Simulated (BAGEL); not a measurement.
# C2H4BCl (SMILES ClB1CC1), step by step

Aim: a series of 11 runs (RI-MP2/def2-SV(P), RI-MP2/def2-SVP, RI-MP2/def2-SVPD, RI-MP2/def2-TZVP, RI-MP2/def2-TZVPP, RI-MP2/def2-TZVPPD) of C2H4BCl. 

Program for the calculation: BAGEL 1.2.2.

4 further runs of the same task are left out: 4 set aside as unsound or not needed.

### Step 1. Starting point

C2H4BCl: 8 atoms, total charge 0, spin state singlet. As SMILES, `ClB1CC1`. The C4–H8 distance was set to 1.738 Å, away from the relaxed value. At this shape a bond of the SMILES string is far longer than usual.

Bond lengths: Cl1–B2 1.717 Å, B2–C3 1.513 Å, B2–C4 1.513 Å, C3–C4 1.562 Å, C3–H5 1.086 Å, C3–H6 1.086 Å, C4–H7 1.086 Å. Some angles: Cl1–B2–C3 148.9°, Cl1–B2–C4 148.9°, C3–B2–C4 62.1°, B2–C3–C4 58.9°, B2–C4–C3 58.9°, B2–C3–H5 120.4°, B2–C3–H6 120.4°, C4–C3–H5 117.0°, C4–C3–H6 117.0°, B2–C4–H7 120.4°. A long bond or contact: C4–H8 1.738 Å.

### Step 2. A single-point energy at RI-MP2/def2-SV(P) (density fitting with tzvpp-jkfit, property bond stretch) (run 1)

Contents of input.json:

```json
{ "bagel": [

{
  "title": "molecule",
  "basis": "def2-sv_p_.json",
  "df_basis": "tzvpp-jkfit",
  "angstrom": "true",
  "geometry": [
    { "atom": "Cl", "xyz": [      -2.509680,       1.128552,      -0.944869 ] },
    { "atom": "B", "xyz": [      -0.885280,       0.642252,      -0.677169 ] },
    { "atom": "C", "xyz": [       0.548020,       1.021052,      -0.373569 ] },
    { "atom": "C", "xyz": [       0.134620,      -0.471148,      -0.576569 ] },
    { "atom": "H", "xyz": [       1.173020,       1.468752,      -1.141269 ] },
    { "atom": "H", "xyz": [       0.837020,       1.320852,       0.629931 ] },
    { "atom": "H", "xyz": [       0.498620,      -0.966448,      -1.472469 ] },
    { "atom": "H", "xyz": [       0.179100,      -1.500100,       0.823900 ] }
  ]
},

{
  "title": "hf"
},

{
  "title": "mp2",
  "ncore": 8
}

]}
```

The basis set def2-SV(P) is read from a file made from the Basis Set Exchange's data (not shown).

The run is started by

```bash
$ BAGEL_NUM_THREADS=1 BAGEL input.json > input.out
```

Output:

```text
* using 1 threads per process

  ===============================================================
  ===============================================================

  *** Geometry ***

  { "atom" : "Cl", "xyz" : [     -4.742608,      2.132654,     -1.785544 ] },
  { "atom" : "B", "xyz" : [     -1.672937,      1.213680,     -1.279664 ] },
  { "atom" : "C", "xyz" : [      1.035608,      1.929509,     -0.705943 ] },
  { "atom" : "C", "xyz" : [      0.254395,     -0.890341,     -1.089558 ] },
  { "atom" : "H", "xyz" : [      2.216687,      2.775539,     -2.156686 ] },
  { "atom" : "H", "xyz" : [      1.581739,      2.496049,      1.190397 ] },
  { "atom" : "H", "xyz" : [      0.942255,     -1.826322,     -2.782563 ] },
  { "atom" : "H", "xyz" : [      0.338450,     -2.834778,      1.556945 ] },

  Number of auxiliary basis functions:      425

  Since a DF basis is specified, we compute 2- and 3-index integrals:
    o Being stored without compression. Storage requirement is 0.016 GB

  Number of basis functions:       68
  Number of electrons      :       38

    * METHOD: MOLECULE                             0.15

  *** RHF ***

  === Nuclear Repulsion ===
   125.0900384642

      * DIIS with orbital gradients will be used.

  === RHF iteration (def2-sv_p_.json) ===
      0       -561.74544494          0.01874091           0.03
      1       -561.86440355          0.01052452           0.03
      2       -561.90043980          0.00195093           0.03
      3       -561.90260933          0.00040558           0.03
      4       -561.90270765          0.00014326           0.03
      5       -561.90272185          0.00003132           0.03
      6       -561.90272284          0.00001138           0.03
      7       -561.90272296          0.00000405           0.03
      8       -561.90272298          0.00000164           0.03
      9       -561.90272298          0.00000061           0.03
     10       -561.90272298          0.00000024           0.03
     11       -561.90272298          0.00000011           0.03
     12       -561.90272298          0.00000004           0.03
     13       -561.90272298          0.00000002           0.03
     14       -561.90272298          0.00000001           0.03
    * SCF iteration converged.

    * Permanent dipole moment:
           (   -0.301278,    -0.147334,     0.137824) a.u.

    * METHOD: HF                                   0.59

  *** RHF ***

  === Nuclear Repulsion ===
   125.0900384642

      * DIIS with orbital gradients will be used.

  === RHF iteration (def2-sv_p_.json) ===
      0       -561.90272298          0.00000000           0.03
    * SCF iteration converged.

    * Permanent dipole moment:
           (   -0.301278,    -0.147335,     0.137825) a.u.

  === DF-MP2 calculation ===

    * freezing 8 orbitals
    * 3-index integral transformation done
    * assembly done

      MP2 correlation energy:   -0.4704578617      0.02

      MP2 total energy:       -562.3731808406

    * METHOD: MP2                                  0.09

  ===============================================================
```

Run time: 1 s. Hardware: 1 thread of Arm Neoverse V1, shared host; peak memory 0.088 GiB.

### Step 3. The energy at RI-MP2/def2-SVP (density fitting with tzvpp-jkfit, property bond stretch) (run 2)

Contents of job.json:

```json
{ "bagel" : [

{
  "title" : "molecule",
  "basis" : "svp",
  "df_basis" : "tzvpp-jkfit",
  "angstrom" : true,
  "geometry" : [
    { "atom" : "Cl", "xyz" : [      -2.493000,       0.742700,      -0.419700 ] },
    { "atom" : "B", "xyz" : [      -0.868600,       0.256400,      -0.152000 ] },
    { "atom" : "C", "xyz" : [       0.564700,       0.635200,       0.151600 ] },
    { "atom" : "C", "xyz" : [       0.151300,      -0.857000,      -0.051400 ] },
    { "atom" : "H", "xyz" : [       1.189700,       1.082900,      -0.616100 ] },
    { "atom" : "H", "xyz" : [       0.853700,       0.935000,       1.155100 ] },
    { "atom" : "H", "xyz" : [       0.515300,      -1.352300,      -0.947300 ] },
    { "atom" : "H", "xyz" : [       0.179100,      -1.500100,       0.823900 ] }
  ]
},

{
  "title" : "hf"
},

{
  "title" : "mp2",
  "ncore" : 8
}

]}
```

The run is started by

```bash
$ BAGEL_NUM_THREADS=1 BAGEL job.json > job.out
```

Output:

```text
* using 1 threads per process

  ===============================================================
  ===============================================================

  *** Geometry ***

  { "atom" : "Cl", "xyz" : [     -4.711087,      1.403500,     -0.793118 ] },
  { "atom" : "B", "xyz" : [     -1.641416,      0.484526,     -0.287238 ] },
  { "atom" : "C", "xyz" : [      1.067128,      1.200354,      0.286482 ] },
  { "atom" : "C", "xyz" : [      0.285916,     -1.619495,     -0.097132 ] },
  { "atom" : "H", "xyz" : [      2.248207,      2.046384,     -1.164260 ] },
  { "atom" : "H", "xyz" : [      1.613259,      1.766894,      2.182823 ] },
  { "atom" : "H", "xyz" : [      0.973776,     -2.555477,     -1.790138 ] },
  { "atom" : "H", "xyz" : [      0.338450,     -2.834778,      1.556945 ] },

  Number of auxiliary basis functions:      425

  Since a DF basis is specified, we compute 2- and 3-index integrals:
    o Being stored without compression. Storage requirement is 0.022 GB

  Number of basis functions:       80
  Number of electrons      :       38

    * METHOD: MOLECULE                             0.17

  *** RHF ***

  === Nuclear Repulsion ===
   127.0722980802

      * DIIS with orbital gradients will be used.

  === RHF iteration (svp) ===
      0       -561.88351950          0.01649608           0.04
      1       -561.99529799          0.00814450           0.04
      2       -562.01815302          0.00151094           0.04
      3       -562.01963602          0.00020111           0.04
      4       -562.01967315          0.00008198           0.04
      5       -562.01967794          0.00001891           0.04
      6       -562.01967826          0.00000559           0.04
      7       -562.01967829          0.00000123           0.04
      8       -562.01967829          0.00000044           0.04
      9       -562.01967829          0.00000015           0.04
     10       -562.01967829          0.00000004           0.04
     11       -562.01967829          0.00000001           0.04
     12       -562.01967829          0.00000000           0.04
    * SCF iteration converged.

    * Permanent dipole moment:
           (   -0.319829,     0.095723,    -0.052717) a.u.

    * METHOD: HF                                   0.64

  *** RHF ***

  === Nuclear Repulsion ===
   127.0722980802

      * DIIS with orbital gradients will be used.

  === RHF iteration (svp) ===
      0       -562.01967829          0.00000000           0.04
    * SCF iteration converged.

    * Permanent dipole moment:
           (   -0.319829,     0.095723,    -0.052717) a.u.

  === DF-MP2 calculation ===

    * freezing 8 orbitals
    * 3-index integral transformation done
    * assembly done

      MP2 correlation energy:   -0.4866748171      0.02

      MP2 total energy:       -562.5063531047

    * METHOD: MP2                                  0.11

  ===============================================================
```

Run time: 1.1 s. Hardware: 1 thread of Arm Neoverse V1, shared host; peak memory 0.1 GiB.

Runs 3 to 6 aren't shown in full; the table further down has their settings and results.

### Step 4. A single-point energy at RI-MP2/def2-TZVP (density fitting with tzvpp-jkfit, property bond stretch) (run 7)

Edit input.json of step 2 so:

```diff
@@ -4,3 +4,3 @@
   "title": "molecule",
-  "basis": "def2-sv_p_.json",
+  "basis": "def2-tzvp.json",
   "df_basis": "tzvpp-jkfit",
@@ -20,3 +20,4 @@
 {
-  "title": "hf"
+  "title": "hf",
+  "charge": 0
 },
@@ -25,2 +26,3 @@
   "title": "mp2",
+  "charge": 0,
   "ncore": 8
```

The basis set def2-TZVP is read from a file made from the Basis Set Exchange's data (not shown).

The run is started by

```bash
$ BAGEL_NUM_THREADS=1 BAGEL input.json > input.out
```

Output:

```text
* using 1 threads per process

  ===============================================================
  ===============================================================

  *** Geometry ***

  { "atom" : "Cl", "xyz" : [     -4.742608,      2.132654,     -1.785544 ] },
  { "atom" : "B", "xyz" : [     -1.672937,      1.213680,     -1.279664 ] },
  { "atom" : "C", "xyz" : [      1.035608,      1.929509,     -0.705943 ] },
  { "atom" : "C", "xyz" : [      0.254395,     -0.890341,     -1.089558 ] },
  { "atom" : "H", "xyz" : [      2.216687,      2.775539,     -2.156686 ] },
  { "atom" : "H", "xyz" : [      1.581739,      2.496049,      1.190397 ] },
  { "atom" : "H", "xyz" : [      0.942255,     -1.826322,     -2.782563 ] },
  { "atom" : "H", "xyz" : [      0.338450,     -2.834778,      1.556945 ] },

  Number of auxiliary basis functions:      425

  Since a DF basis is specified, we compute 2- and 3-index integrals:
    o Being stored without compression. Storage requirement is 0.081 GB

  Number of basis functions:      154
  Number of electrons      :       38

    * METHOD: MOLECULE                             0.31

  *** RHF ***

  === Nuclear Repulsion ===
   125.0900384642

      * DIIS with orbital gradients will be used.

  === RHF iteration (def2-tzvp.json) ===
      0       -561.99685340          0.01553918           0.10
      1       -562.13374876          0.00851493           0.10
      2       -562.17568911          0.00161852           0.10
      3       -562.17830181          0.00045260           0.10
      4       -562.17850865          0.00013224           0.10
      5       -562.17853320          0.00003436           0.10
      6       -562.17853523          0.00001226           0.10
      7       -562.17853548          0.00000374           0.10
      8       -562.17853551          0.00000168           0.10
      9       -562.17853551          0.00000068           0.10
     10       -562.17853551          0.00000026           0.10
     11       -562.17853551          0.00000012           0.10
     12       -562.17853551          0.00000005           0.10
     13       -562.17853551          0.00000002           0.10
     14       -562.17853551          0.00000001           0.10
    * SCF iteration converged.

    * Permanent dipole moment:
           (   -0.341050,    -0.159600,     0.144738) a.u.

    * METHOD: HF                                   1.69

  *** RHF ***

  === Nuclear Repulsion ===
   125.0900384642

      * DIIS with orbital gradients will be used.

  === RHF iteration (def2-tzvp.json) ===
      0       -562.17853551          0.00000000           0.09
    * SCF iteration converged.

    * Permanent dipole moment:
           (   -0.341050,    -0.159601,     0.144739) a.u.

  === DF-MP2 calculation ===

    * freezing 8 orbitals
    * 3-index integral transformation done
    * assembly done

      MP2 correlation energy:   -0.6124377812      0.08

      MP2 total energy:       -562.7909732954

    * METHOD: MP2                                  0.30

  ===============================================================
```

Wall time 2.5 s (1 thread of Arm Neoverse V1, shared host); peak memory 0.19 GiB.

Runs 8 to 10 aren't shown in full; the table further down has their settings and results.

### Step 5. The energy at RI-MP2/def2-TZVPPD (density fitting with tzvpp-jkfit, property bond stretch) (run 11)

Contents of input.json:

```json
{ "bagel" : [

{
  "title" : "molecule",
  "basis" : "def2-tzvppd.json",
  "df_basis" : "tzvpp-jkfit",
  "angstrom" : "true",
  "geometry" : [
    { "atom" : "Cl", "xyz" : [   -2.509680,    1.128552,   -0.944869 ] },
    { "atom" : "B", "xyz" : [   -0.885280,    0.642252,   -0.677169 ] },
    { "atom" : "C", "xyz" : [    0.548020,    1.021052,   -0.373569 ] },
    { "atom" : "C", "xyz" : [    0.134620,   -0.471148,   -0.576569 ] },
    { "atom" : "H", "xyz" : [    1.173020,    1.468752,   -1.141269 ] },
    { "atom" : "H", "xyz" : [    0.837020,    1.320852,    0.629931 ] },
    { "atom" : "H", "xyz" : [    0.498620,   -0.966448,   -1.472469 ] },
    { "atom" : "H", "xyz" : [    0.179100,   -1.500100,    0.823900 ] }
  ]
},
{
  "title" : "hf"
},
{
  "title" : "mp2",
  "ncore" : 8
}

]}
```

The basis set def2-TZVPPD is read from a file made from the Basis Set Exchange's data (not shown).

The run is started by

```bash
$ BAGEL_NUM_THREADS=1 BAGEL input.json > input.out
```

Output:

```text
* using 1 threads per process

  ===============================================================
  ===============================================================

  *** Geometry ***

  { "atom" : "Cl", "xyz" : [     -4.742608,      2.132654,     -1.785544 ] },
  { "atom" : "B", "xyz" : [     -1.672937,      1.213680,     -1.279664 ] },
  { "atom" : "C", "xyz" : [      1.035608,      1.929509,     -0.705943 ] },
[... 4 lines of this table left out ...]
  { "atom" : "H", "xyz" : [      0.338450,     -2.834778,      1.556945 ] },

  Number of auxiliary basis functions:      425

  Since a DF basis is specified, we compute 2- and 3-index integrals:
    o Being stored without compression. Storage requirement is 0.180 GB

  Number of basis functions:      230
  Number of electrons      :       38

    * METHOD: MOLECULE                             0.48

  *** RHF ***

  === Nuclear Repulsion ===
   125.0900384642

      * DIIS with orbital gradients will be used.

  === RHF iteration (def2-tzvppd.json) ===
      0       -561.92755242          0.01537721           0.17
      1       -562.11080103          0.00950293           0.18
      2       -562.17688663          0.00142735           0.18
[... 12 lines of this table left out ...]
     15       -562.18035473          0.00000000           0.18
    * SCF iteration converged.

    * Permanent dipole moment:
           (   -0.353606,    -0.154251,     0.140378) a.u.

    * METHOD: HF                                   3.27

  *** RHF ***

  === Nuclear Repulsion ===
   125.0900384642

      * DIIS with orbital gradients will be used.

  === RHF iteration (def2-tzvppd.json) ===
      0       -562.18035473          0.00000000           0.16
    * SCF iteration converged.

    * Permanent dipole moment:
           (   -0.353606,    -0.154251,     0.140379) a.u.

  === DF-MP2 calculation ===

    * freezing 8 orbitals
    * 3-index integral transformation done
    * assembly done

      MP2 correlation energy:   -0.6283222056      0.17

      MP2 total energy:       -562.8086769400

    * METHOD: MP2                                  0.57

  ===============================================================
```

It took 4.5 s on 1 thread of Arm Neoverse V1, shared host; peak memory 0.32 GiB.

### Step 6. All runs side by side

| run | level | partner | energy (Eh) | correlation energy (mEh) | wall time |
| --- | --- | --- | --- | --- | --- |
| 1 | RI-MP2/def2-SV(P) (density fitting with tzvpp-jkfit, property bond stretch) | bond moved | -562.373181 | -470.5 | 1 s |
| 2 | RI-MP2/def2-SVP (density fitting with tzvpp-jkfit, property bond stretch) | base | -562.506353 | -486.7 | 1.1 s |
| 3 | RI-MP2/def2-SVP (density fitting with tzvpp-jkfit, property bond stretch) | bond moved | -562.409405 | -495.5 | 1.2 s |
| 4 | RI-MP2/def2-SVPD (density fitting with tzvpp-jkfit, property bond stretch) | base | -562.539511 | -512.0 | 1.6 s |
| 5 | RI-MP2/def2-SVPD (density fitting with tzvpp-jkfit, property bond stretch) | bond moved | -562.443736 | -521.9 | 1.9 s |
| 6 | RI-MP2/def2-TZVP (density fitting with tzvpp-jkfit, property bond stretch) | base | -562.888657 | -603.4 | 2.3 s |
| 7 | RI-MP2/def2-TZVP (density fitting with tzvpp-jkfit, property bond stretch) | bond moved | -562.790973 | -612.4 | 2.5 s |
| 8 | RI-MP2/def2-TZVPP (density fitting with tzvpp-jkfit, property bond stretch) | base | -562.903863 | -617.2 | 3.3 s |
| 9 | RI-MP2/def2-TZVPP (density fitting with tzvpp-jkfit, property bond stretch) | bond moved | -562.805294 | -625.5 | 3.3 s |
| 10 | RI-MP2/def2-TZVPPD (density fitting with tzvpp-jkfit, property bond stretch) | base | -562.907001 | -619.8 | 4.2 s |
| 11 | RI-MP2/def2-TZVPPD (density fitting with tzvpp-jkfit, property bond stretch) | bond moved | -562.808677 | -628.3 | 4.5 s |

Convergence of the energy change with the C4–H8 bond stretched from 1.087 to 1.738 Å of singlet C2H4BCl with the basis set, against the last point:

| basis set | from the last (eV) | wall time |
| --- | --- | --- |
| def2-SVP | -0.0374 | 2.3 s |
| def2-SVPD | -0.0694 | 3.5 s |
| def2-TZVP | -0.0174 | 4.8 s |
| def2-TZVPP | +0.0067 | 6.6 s |
| def2-TZVPPD | +0.0000 | 8.7 s |

Convergence of the total energy of singlet C2H4BCl with the basis set, against the last point:

| basis set | from the last (mEh) | wall time |
| --- | --- | --- |
| def2-SVP | +400.648 | 1.1 s |
| def2-SVPD | +367.490 | 1.6 s |
| def2-TZVP | +18.344 | 2.3 s |
| def2-TZVPP | +3.138 | 3.3 s |
| def2-TZVPPD | +0.000 | 4.2 s |

### Step 7. Summary of results

| quantity | value |
| --- | --- |
| run 11, RI-MP2/def2-TZVPPD: total energy | -562.80868 Eh |
| run 11, RI-MP2/def2-TZVPPD: correlation energy (8 core orbitals frozen) | -628.3 mEh |
| energy change with the C4–H8 bond stretched from 1.087 to 1.738 Å, RI-MP2/def2-SVP | 2.638 eV |
| energy change with the C4–H8 bond stretched from 1.087 to 1.738 Å, RI-MP2/def2-SVPD | 2.606 eV |
| energy change with the C4–H8 bond stretched from 1.087 to 1.738 Å, RI-MP2/def2-TZVP | 2.658 eV |
| energy change with the C4–H8 bond stretched from 1.087 to 1.738 Å, RI-MP2/def2-TZVPP | 2.682 eV |
| energy change with the C4–H8 bond stretched from 1.087 to 1.738 Å, RI-MP2/def2-TZVPPD | 2.676 eV |

For the energy change with the C4–H8 bond stretched from 1.087 to 1.738 Å of singlet C2H4BCl to stay within 0.05 eV of the last point, def2-TZVP is the first point of the series from which all later ones do (4.8 s against 8.7 s). All runs together took 27 s, the longest 4.5 s.
